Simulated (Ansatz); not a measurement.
# Bi2S3 (Bismuthinite): the cost of one run

Method: DFT, levels as named, plane waves, PAW, in Ansatz 0.2.0.

## Step 1: The structure to begin with

It takes space group Pnma (No. 62, orthorhombic). Conventional cell: a = 11.345 Å, b = 3.994 Å, c = 11.193 Å, α = 90.00°, β = 90.00°, γ = 90.00°. Bi (site symmetry m) has 6 S at 2.67 to 3.07 Å in its first shell of neighbours. Bi (site symmetry m) is surrounded by 5 S at 2.60 to 2.97 Å. S (site symmetry m) has 3 Bi at 2.70 to 2.76 Å in its first shell of neighbours. S (site symmetry m) is surrounded by 5 Bi at 2.60 to 3.07 Å. Around S (site symmetry m) lie 3 Bi at 2.67 to 3.05 Å.

As a file:

```xyz
20
Lattice="11.3450 0.0000 0.0000 0.0000 3.9940 0.0000 0.0000 0.0000 11.1930" Properties=species:S:1:pos:R:3 pbc="T T T"
Bi    5.4853    0.9985    3.6456
Bi    0.1872    2.9955    9.2421
Bi   11.1578    0.9985    1.9509
Bi    5.8597    2.9955    7.5474
Bi    3.8652    2.9955    0.3794
Bi    1.8073    0.9985    5.9759
Bi    9.5377    2.9955    5.2171
Bi    7.4798    0.9985   10.8136
S     3.2163    0.9985    2.1748
S     2.4562    2.9955    7.7713
S     8.8888    0.9985    3.4217
S     8.1287    2.9955    9.0182
S     6.2341    2.9955    1.4394
S    10.7834    0.9985    7.0359
S     0.5616    2.9955    4.1571
S     5.1109    0.9985    9.7536
S     4.2737    2.9955    4.9406
S     1.3988    0.9985   10.5371
S     9.9462    2.9955    0.6559
S     7.0713    0.9985    6.2524
```

## Step 2: Relaxation with PBE

input.yaml

```yaml
crystal:
  lattice:
    - [11.345, 0.0, 0.0]
    - [0.0, 3.994, 0.0]
    - [0.0, 0.0, 11.193]
  atoms:
    - { symbol: Bi, position: [0.4835, 0.25, 0.3257] }
    - { symbol: Bi, position: [0.0165, 0.75, 0.8257] }
    - { symbol: Bi, position: [0.9835, 0.25, 0.1743] }
    - { symbol: Bi, position: [0.5165, 0.75, 0.6743] }
    - { symbol: Bi, position: [0.3407, 0.75, 0.0339] }
    - { symbol: Bi, position: [0.1593, 0.25, 0.5339] }
    - { symbol: Bi, position: [0.8407, 0.75, 0.4661] }
    - { symbol: Bi, position: [0.6593, 0.25, 0.9661] }
    - { symbol: S, position: [0.2835, 0.25, 0.1943] }
    - { symbol: S, position: [0.2165, 0.75, 0.6943] }
    - { symbol: S, position: [0.7835, 0.25, 0.3057] }
    - { symbol: S, position: [0.7165, 0.75, 0.8057] }
    - { symbol: S, position: [0.5495, 0.75, 0.1286] }
    - { symbol: S, position: [0.9505, 0.25, 0.6286] }
    - { symbol: S, position: [0.0495, 0.75, 0.3714] }
    - { symbol: S, position: [0.4505, 0.25, 0.8714] }
    - { symbol: S, position: [0.3767, 0.75, 0.4414] }
    - { symbol: S, position: [0.1233, 0.25, 0.9414] }
    - { symbol: S, position: [0.8767, 0.75, 0.0586] }
    - { symbol: S, position: [0.6233, 0.25, 0.5586] }
  symmetry: { tolerance: 0.0003 }
hamiltonian:
  xc: pbe
  pseudopotentials: { kind: paw, azcp: { folder: soft_1 } }
basis:
  ecutwfc: 420
magnetization:
  spin_polarized: false
scf:
  occupations: { method: fermi_dirac, width: 0.02 }
kpoints:
  mp_grid: { grid: [2, 6, 2], shift: [0, 0, 0] }
output:
  forces: true
  stress: true
  eigenvalues: true
relax:
  max_steps: 60
  cell: {}
```

Run with:

```console
> ansatz run input.yaml --threads 6 --pin off --max-ram 14336MiB --backend cpu --events-out ev --progress --plain --runs-dir out
```

What time and memory should one allow on 6 threads of Intel Xeon Platinum 8375C at 2.90GHz (Ice Lake), shared host?

About 85 s, with a peak of 2.3 GiB.
